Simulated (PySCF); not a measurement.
# AlHBr (SMILES [AlH][Br]): UB3LYP/STO-3G

What is the energy change on altering one bond length of AlHBr at UB3LYP/STO-3G? Input form: a Python script.

Program for the calculation: PySCF 2.14.0.

41 further runs of the same task are left out: 30 for a known fault of the program, 11 set aside as unsound or not needed.

### 1 The structure to begin with

The species is AlHBr (3 atoms), meant as a doublet with charge 0. As SMILES, `[AlH][Br]`. The shape is that of a PBE0-D4/def2-TZVP optimisation.

Bond lengths: Al1–Br2 2.275 Å, Al1–H3 1.602 Å. Angles: Br2–Al1–H3 115.7°.

### 2 The energy at UB3LYP/STO-3G

calc.py reads:

```python
from pyscf import gto, dft

mol = gto.Mole()
mol.atom = 'Al -0.296700 -0.628000 -0.239100; Br 1.584500 0.008600 0.871100; H -1.298900 0.554600 -0.645300'
mol.basis = 'sto-3g'
mol.max_memory = 1860
mol.verbose = 4
mol.spin = 1
mol.build()

mf = dft.UKS(mol, xc='b3lyp')
mf.conv_tol = 1e-10
mf.grids.level = 5
mf.kernel()
if not mf.converged:
    mf = mf.newton().run(mf.mo_coeff, mf.mo_occ)

e_tot = mf.e_tot
print('E(%s) = %.9f' % ('B3LYP', e_tot))
```

On the command line:

```
$ OMP_NUM_THREADS=1 python calc.py
```

What it wrote:

```text
PySCF version 2.14.0

[INPUT] num. atoms = 3
[INPUT] num. electrons = 49
[INPUT] charge = 0
[INPUT] spin (= nelec alpha-beta = 2S) = 1
[INPUT] symmetry False subgroup None
[INPUT] Mole.unit = angstrom
[INPUT] Symbol           X                Y                Z      unit          X                Y                Z       unit  Magmom
[INPUT]  1 Al    -0.296700000000  -0.628000000000  -0.239100000000 AA   -0.560681741158  -1.186748006227  -0.451833516384 Bohr   0.0
[INPUT]  2 Br     1.584500000000   0.008600000000   0.871100000000 AA    2.994271044373   0.016251644671   1.646140427109 Bohr   0.0
[INPUT]  3 H     -1.298900000000   0.554600000000  -0.645300000000 AA   -2.454565263198   1.048042108684  -1.219440268182 Bohr   0.0

nuclear repulsion = 115.724118800114
number of shells = 14
number of NR pGTOs = 84
number of NR cGTOs = 28
basis = sto-3g
ecp = {}

[... 34 lines left out ...]
WARN: HOMO -0.20319973996859 >= LUMO -0.203199739968589
[... 42 lines left out ...]
converged SCF energy = -2786.08442099025  <S^2> = 0.75273077  2S+1 = 2.0027289
E(B3LYP) = -2786.084420990
```

Wall time 4.2 s (1 thread of Arm Neoverse V2, shared host); peak memory 0.23 GiB.

### 3 The distorted shape

calc.py reads:

```python
from pyscf import gto, dft

mol = gto.M(
    atom='''
Al    -3.404595    -2.149131    -2.130182
Br     2.994271     0.016252     1.646140
H     -5.298478     0.085659    -2.897789
''',
    basis='sto-3g',
    unit='bohr',
    charge=0,
    max_memory=1860,
    spin=1,
    verbose=4,
)

mf = dft.UKS(mol)
mf.xc = 'b3lyp'
mf.conv_tol = 1e-10
mf.grids.level = 5
mf.kernel()
if not mf.converged:
    mf = mf.newton().run(mf.mo_coeff, mf.mo_occ)

energy = mf.e_tot
print(f'total energy: {energy:.8f} hartree')
```

On the command line:

```
$ OMP_NUM_THREADS=1 python calc.py
```

What it wrote:

```text
PySCF version 2.14.0

[INPUT] num. atoms = 3
[INPUT] num. electrons = 49
[INPUT] charge = 0
[INPUT] spin (= nelec alpha-beta = 2S) = 1
[INPUT] symmetry False subgroup None
[INPUT] Mole.unit = bohr
[INPUT] Symbol           X                Y                Z      unit          X                Y                Z       unit  Magmom
[INPUT]  1 Al    -1.801634086412  -1.137271148482  -1.127243769512 AA   -3.404595000000  -2.149131000000  -2.130182000000 Bohr   0.0
[INPUT]  2 Br     1.584499976519   0.008600188032   0.871099773984 AA    2.994271000000   0.016252000000   1.646140000000 Bohr   0.0
[INPUT]  3 H     -2.803833810161   0.045328790710  -1.533443900855 AA   -5.298478000000   0.085659000000  -2.897789000000 Bohr   0.0

nuclear repulsion = 66.7858642161293
number of shells = 14
number of NR pGTOs = 84
number of NR cGTOs = 28
basis = sto-3g
ecp = {}

[... 34 lines left out ...]
WARN: HOMO -0.22251019065663 >= LUMO -0.222510190656629
[... 5 lines left out ...]
WARN: HOMO 0.111076546606341 >= LUMO 0.111360776178262
[... 8 lines left out ...]
WARN: beta  nocc = 24  HOMO 0.0325013098720522 >= LUMO 0.0332712546279711
[... 1 line left out ...]
WARN: HOMO 0.0325013098720522 >= LUMO 0.0332712546279711
[... 21 lines left out ...]
WARN: HOMO 0.0121411755892064 >= LUMO 0.00925562714321454
[... 51 lines left out ...]
converged SCF energy = -2785.95535223473  <S^2> = 0.75172872  2S+1 = 2.001728
total energy: -2785.95535223 hartree
```

Wall time 14 s (1 thread of Arm Neoverse V2, shared host); peak memory 0.23 GiB.

### 4 Results

Level: UB3LYP/STO-3G.

| quantity | value |
| --- | --- |
| first shape: total energy | -2786.08442 Eh |
| first shape: dipole moment | 3.05 D |
| first shape: HOMO energy (highest over α and β) | -2.00 eV |
| first shape: LUMO energy (lowest over α and β) | 1.28 eV |
| first shape: ⟨S²⟩ | 0.753 |
| distorted shape: total energy | -2785.95535 Eh |
| distorted shape: dipole moment | 4.66 D |
| distorted shape: HOMO energy (highest over α and β) | -2.31 eV |
| distorted shape: LUMO energy (lowest over α and β) | -1.22 eV |
| distorted shape: ⟨S²⟩ | 0.752 |
| energy change with the Al1–Br2 bond stretched from 2.275 to 4.095 Å | 3.512 eV |

What this shows: With the Al1–Br2 bond stretched from 2.275 to 4.095 Å the energy rises by 3.51 eV (81 kcal/mol). The first shape isn't relaxed at this level, so the change isn't measured from a minimum. The minimal basis adds a large error of its own. Mulliken charges (distorted shape) run from -0.28 on H3 to +0.54 on Al1.
